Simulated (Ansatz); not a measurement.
# Si16N: the cost of one run

All numbers below are computed with Ansatz 0.2.0 (DFT PBE, plane waves, PAW, scalar-relativistic, collinear spin).

### Step 1. The starting structure

The cell holds 17 atoms (NSi16): a = 7.679 Å, b = 7.679 Å, c = 7.679 Å, α = 60.00°, β = 60.00°, γ = 60.00°.

As a file:

```
CELL_PARAMETERS angstrom
0.00000 5.43000 5.43000
5.43000 0.00000 5.43000
5.43000 5.43000 0.00000
ATOMIC_POSITIONS crystal
Si 0.00000 0.00000 0.00000
Si 0.12500 0.12500 0.12500
Si 0.00000 0.00000 0.50000
Si 0.12500 0.12500 0.62500
Si 0.00000 0.50000 0.00000
Si 0.12500 0.62500 0.12500
Si 0.00000 0.50000 0.50000
Si 0.12500 0.62500 0.62500
Si 0.50000 0.00000 0.00000
Si 0.62500 0.12500 0.12500
Si 0.50000 0.00000 0.50000
Si 0.62500 0.12500 0.62500
Si 0.50000 0.50000 0.00000
Si 0.62500 0.62500 0.12500
Si 0.50000 0.50000 0.50000
Si 0.62500 0.62500 0.62500
N 0.75274 0.24725 0.75093
```

### Step 2. End point A

Contents of input.yaml:

```yaml
crystal:
  lattice:
    - [0.0, 5.43, 5.43]
    - [5.43, 0.0, 5.43]
    - [5.43, 5.43, 0.0]
  atoms:
    - { symbol: Si, position: [0.0, 0.0, 0.0] }
    - { symbol: Si, position: [0.125, 0.125, 0.125] }
    - { symbol: Si, position: [0.0, 0.0, 0.5] }
    - { symbol: Si, position: [0.125, 0.125, 0.625] }
    - { symbol: Si, position: [0.0, 0.5, 0.0] }
    - { symbol: Si, position: [0.125, 0.625, 0.125] }
    - { symbol: Si, position: [0.0, 0.5, 0.5] }
    - { symbol: Si, position: [0.125, 0.625, 0.625] }
    - { symbol: Si, position: [0.5, 0.0, 0.0] }
    - { symbol: Si, position: [0.625, 0.125, 0.125] }
    - { symbol: Si, position: [0.5, 0.0, 0.5] }
    - { symbol: Si, position: [0.625, 0.125, 0.625] }
    - { symbol: Si, position: [0.5, 0.5, 0.0] }
    - { symbol: Si, position: [0.625, 0.625, 0.125] }
    - { symbol: Si, position: [0.5, 0.5, 0.5] }
    - { symbol: Si, position: [0.625, 0.625, 0.625] }
    - { symbol: "N", position: [0.7527353, 0.2472517, 0.7509307], spin: 1.0 }
magnetization:
  spin_polarized: true
basis:
  ecutwfc: 420.0
kpoints:
  mp_grid: { grid: [2, 2, 2] }
hamiltonian:
  xc: pbe
  pseudopotentials: { kind: paw, azcp: { folder: soft_1 } }
scf:
  occupations: { method: gaussian, width: 0.02 }
  lower_state_search: "off"
relax:
  f_tol: 0.03
  max_steps: 60
  adjacent_minimum: "off"
```

Launch:

```sh
> ansatz run input.yaml --threads 2 --pin off --max-ram 5120MiB --backend cpu --events-out ev --progress --plain --runs-dir out
```

**Question.** How long does this run take on 2 threads of Arm Neoverse V1, shared host, and how much memory does it need?

About 4.7 min, with a peak of 0.95 GiB.
